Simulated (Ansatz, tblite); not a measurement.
# The cluster Ge₁₉PH₃₆: a ladder of methods and basis sets

Aim: run the doublet of the cluster Ge₁₉PH₃₆ at one geometry on many levels, and compare frontier levels, spin and run time.

Program: Ansatz 0.2.0, Gaussian basis. Level of theory: as each input shows. These are calculated values, not measurements.

Levels to be run: GFN1-xTB, GFN2-xTB, PBE-D4/def2-TZVP, r2SCAN-D4/def2-TZVP, r2SCAN0-D4/def2-TZVP, PBE-D4/def2-SVP, PBE0-D4/def2-SVP, HF/STO-3G, HF/6-31G, B3LYP-D4/6-31G, MP2/def2-SVP.

1 further run of the same task is left out (set aside as unsound or not needed). Runs told in other sessions of the task aren't counted.

### 1 The geometry

The geometry is that of the doublet, from an earlier relaxation (PBE-D4/def2-SVP).

56 atoms, charge 0, spin multiplicity 2.

Bond lengths: Ge1–Ge9 2.445 Å, Ge1–Ge10 2.447 Å, Ge1–P11 2.358 Å, Ge1–H21 1.561 Å, Ge2–Ge9 2.447 Å, Ge2–Ge13 2.446 Å, Ge2–H22 1.558 Å, Ge2–H23 1.557 Å, Ge3–Ge12 2.451 Å, Ge3–Ge13 2.447 Å, Ge3–Ge14 2.449 Å, Ge3–H24 1.564 Å, Ge4–Ge10 2.445 Å, Ge4–Ge16 2.446 Å, Ge4–H25 1.558 Å, Ge4–H26 1.557 Å, Ge5–Ge15 2.450 Å, Ge5–Ge16 2.445 Å and more. Angles: Ge9–Ge1–Ge10 110.1°, Ge9–Ge1–P11 110.1°, Ge9–Ge1–H21 108.4°, Ge10–Ge1–P11 109.8°, Ge10–Ge1–H21 108.0°, P11–Ge1–H21 110.3°, Ge9–Ge2–Ge13 115.5°, Ge9–Ge2–H22 108.2°, Ge9–Ge2–H23 108.3°, Ge13–Ge2–H22 109.2°, Ge13–Ge2–H23 108.0°, H22–Ge2–H23 107.4°, Ge12–Ge3–Ge13 110.3°, Ge12–Ge3–Ge14 115.2°, Ge12–Ge3–H24 107.7°, Ge13–Ge3–Ge14 108.3°, Ge13–Ge3–H24 106.7°, Ge14–Ge3–H24 108.3° and more.

PBE0-D4/def2-TZVP was run before; its log isn't repeated, and its numbers join the tables.

### 2 GFN1-xTB

Tight binding, by tblite at 300 K electronic temperature and without a spin-polarisation term:

```python
tblite.interface.Calculator('GFN1-xTB', numbers, positions, charge=0, uhf=1).singlepoint()
```

Energy -1467.3577 eV; 0.57 s.

### 3 GFN2-xTB

Tight binding, by tblite at 300 K electronic temperature and without a spin-polarisation term:

```python
tblite.interface.Calculator('GFN2-xTB', numbers, positions, charge=0, uhf=1).singlepoint()
```

Energy -1567.6897 eV; 0.47 s.

### 4 PBE-D4/def2-TZVP

start.molden holds the orbitals of an earlier run on this state, given as this run's starting guess.

in.yaml reads:

```yaml
crystal:
  periodic: [false, false, false]
  atoms:
    - {symbol: Ge, position_ang: [-2.951713, -2.945098, 0.234821]}
    - {symbol: Ge, position_ang: [-5.815587, 0.001149, 0.102820]}
    - {symbol: Ge, position_ang: [-2.945767, 2.895873, -0.205951]}
    - {symbol: Ge, position_ang: [0.123093, -5.616738, 0.069241]}
    - {symbol: Ge, position_ang: [2.898071, -2.620247, -0.154495]}
    - {symbol: Ge, position_ang: [2.876864, 2.635564, 0.123485]}
    - {symbol: Ge, position_ang: [0.112873, 5.644581, -0.077187]}
    - {symbol: Ge, position_ang: [6.053259, 0.023722, -0.014079]}
    - {symbol: Ge, position_ang: [-4.530562, -1.675034, -1.132727]}
    - {symbol: Ge, position_ang: [-1.562174, -4.369231, -1.188778]}
    - {symbol: P, position_ang: [-1.585278, -1.475450, 1.473286]}
    - {symbol: Ge, position_ang: [-1.736124, 1.317595, -1.638867]}
    - {symbol: Ge, position_ang: [-4.490487, 1.696471, 1.264950]}
    - {symbol: Ge, position_ang: [-1.532223, 4.342031, 1.175996]}
    - {symbol: Ge, position_ang: [1.379133, -0.865750, -0.940898]}
    - {symbol: Ge, position_ang: [1.744062, -4.235823, 1.272320]}
    - {symbol: Ge, position_ang: [4.698613, -1.627972, 1.175203]}
    - {symbol: Ge, position_ang: [1.799981, 4.336287, -1.269096]}
    - {symbol: Ge, position_ang: [4.734020, 1.718776, -1.182812]}
    - {symbol: Ge, position_ang: [1.283584, 0.880786, 0.764941]}
    - {symbol: H, position_ang: [-3.763594, -3.868966, 1.195844]}
    - {symbol: H, position_ang: [-6.716316, -0.740245, 1.134753]}
    - {symbol: H, position_ang: [-6.759735, 0.730419, -0.898416]}
    - {symbol: H, position_ang: [-3.820594, 3.802681, -1.132054]}
    - {symbol: H, position_ang: [-0.614681, -6.546222, 1.078124]}
    - {symbol: H, position_ang: [0.909521, -6.531553, -0.915558]}
    - {symbol: H, position_ang: [3.514759, -3.381194, -1.367894]}
    - {symbol: H, position_ang: [3.454908, 3.334199, 1.392709]}
    - {symbol: H, position_ang: [-0.653099, 6.551867, -1.085003]}
    - {symbol: H, position_ang: [0.847312, 6.583199, 0.926005]}
    - {symbol: H, position_ang: [6.961713, -0.716587, -1.039111]}
    - {symbol: H, position_ang: [6.984443, 0.735193, 1.011180]}
    - {symbol: H, position_ang: [-5.540087, -2.692315, -1.746325]}
    - {symbol: H, position_ang: [-3.770841, -1.007111, -2.311661]}
    - {symbol: H, position_ang: [-2.501695, -5.388709, -1.899824]}
    - {symbol: H, position_ang: [-0.886044, -3.511757, -2.293257]}
    - {symbol: H, position_ang: [-2.652056, -1.067487, 2.351864]}
    - {symbol: H, position_ang: [-1.141668, -2.509273, 2.375790]}
    - {symbol: H, position_ang: [-2.460739, 1.133807, -3.015032]}
    - {symbol: H, position_ang: [-0.274137, 1.779044, -1.949325]}
    - {symbol: H, position_ang: [-5.463540, 2.727695, 1.910848]}
    - {symbol: H, position_ang: [-3.687836, 1.034744, 2.420165]}
    - {symbol: H, position_ang: [-2.490387, 5.328099, 1.913310]}
    - {symbol: H, position_ang: [-0.824092, 3.491256, 2.266456]}
    - {symbol: H, position_ang: [-0.024490, -1.444759, -1.268779]}
    - {symbol: H, position_ang: [1.951360, -0.256699, -2.253821]}
    - {symbol: H, position_ang: [1.036781, -3.476240, 2.430354]}
    - {symbol: H, position_ang: [2.801207, -5.177282, 1.923455]}
    - {symbol: H, position_ang: [4.049790, -0.944018, 2.412885]}
    - {symbol: H, position_ang: [5.622520, -2.763434, 1.707479]}
    - {symbol: H, position_ang: [1.155569, 3.653381, -2.507564]}
    - {symbol: H, position_ang: [2.889824, 5.319740, -1.793342]}
    - {symbol: H, position_ang: [4.152199, 1.093188, -2.482060]}
    - {symbol: H, position_ang: [5.675593, 2.882722, -1.613012]}
    - {symbol: H, position_ang: [-0.138131, 1.490524, 0.892679]}
    - {symbol: H, position_ang: [1.669826, 0.288904, 2.150062]}
basis:
  gaussian: {orbitals: def2-TZVP, fitting: {mean_field: def2-universal-jkfit}, initial_orbitals: start.molden}
magnetization: {spin_polarized: true, initial_magnetization: 1}
hamiltonian: {xc: pbe, dispersion: d4}
scf: {omitted_lower_state_checks: [starts]}
output: {forces: true, orbitals: {seedname: orbitals}}
```

On the command line:

```console
$ ansatz run in.yaml --threads 11 --pin off --events-out ev --progress --plain --max-ram 110592MiB --backend cuda --devices 0, --max-vram 75GiB
```

Further steps of the session: r2SCAN-D4/def2-TZVP; r2SCAN0-D4/def2-TZVP; PBE-D4/def2-SVP; PBE0-D4/def2-SVP; HF/STO-3G; HF/6-31G; B3LYP-D4/6-31G; MP2/def2-SVP.

**Question.** What will the summary of the whole plan be? Wanted: gap in def2-TZVP, named functionals, smallest and largest; correlation energy, MP2/def2-SVP; binding an atom, functionals in def2-TZVP; ⟨S²⟩ in def2-TZVP, named functionals, smallest and largest; PBE0 total energy, smallest basis above largest.

As calculated:

| quantity | value |
| --- | --- |
| gap in def2-TZVP, named functionals, smallest and largest | 1.15 eV (PBE-D4), 3.45 eV (r2SCAN0-D4) |
| correlation energy, MP2/def2-SVP | -124.11 eV |
| binding an atom, functionals in def2-TZVP | 2.76 (PBE0-D4) to 2.80 eV (r2SCAN-D4) |
| ⟨S²⟩ in def2-TZVP, named functionals, smallest and largest | 0.752, 0.755 |
| PBE0 total energy, smallest basis above largest | 138.31 eV (def2-SVP, def2-TZVP) |

In words: Over the named functionals in def2-TZVP the gap runs from 1.15 eV (PBE-D4) to 3.45 eV (r2SCAN0-D4); exact exchange widens it. Over the named functionals in def2-TZVP spin contamination reaches 0.01 (r2SCAN0-D4), which is small.
